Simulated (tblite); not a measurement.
# C14H17BNS: the cost of one run

Programs: tblite 0.8.0 and PySCF 2.14.0, with routines of our own; each step states its level. All values are computed. Atoms count from 0.

### 1 The starting structure

34 atoms, charge 1, multiplicity 1; geometry from: force field or distance geometry start.

### 2 Geometry optimisation with GFN2-xTB

What the job is given:

```
{"job": {"kind": "relax", "xc": "GFN2-xTB", "basis": "xTB"}, "charge": 1, "multiplicity": 1}
C     -2.314700    -2.503700    -0.392800
B     -2.872100    -0.996100    -0.372500
C     -4.144100    -0.674700    -1.245900
C     -1.901400     0.190100     0.092300
C     -0.524800     0.032700    -0.143200
C      0.370300     1.053700     0.192200
C      1.833700     0.959300    -0.066700
C      2.493600    -0.202500    -0.178700
C      3.944500    -0.278700    -0.425800
C      4.665500    -1.453800    -0.528300
C      6.030500    -1.242900    -0.771800
C      6.381100     0.096600    -0.851700
S      4.991600     1.023200    -0.621500
C     -0.125300     2.226300     0.755100
C     -1.497300     2.356600     1.011400
N     -2.363800     1.332900     0.724100
C     -3.777600     1.524100     1.058400
H     -1.806900    -2.696800    -1.354700
H     -3.172500    -3.205000    -0.281000
H     -1.612000    -2.663800     0.454500
H     -3.933300     0.178700    -1.930800
H     -5.011900    -0.405100    -0.597300
H     -4.431100    -1.548500    -1.842800
H     -0.169600    -0.856500    -0.659800
H      2.393400     1.887600    -0.105000
H      1.951500    -1.147100    -0.068300
H      4.233800    -2.434400    -0.441100
H      6.746500    -2.045800    -0.875200
H      7.382200     0.483100    -1.032700
H      0.534200     3.046400     1.023500
H     -1.845000     3.267700     1.460200
H     -4.207900     0.593100     1.488600
H     -4.348100     1.823900     0.149800
H     -3.906400     2.309100     1.834100
```

Command:

```
OMP_NUM_THREADS=1 python excited_run.py task.json out
```

The driver reads the jobs from task.json and runs them one after another.

**Question.** How long does this run take on 1 thread of Arm Neoverse V1, shared host?

About 3.7 s.
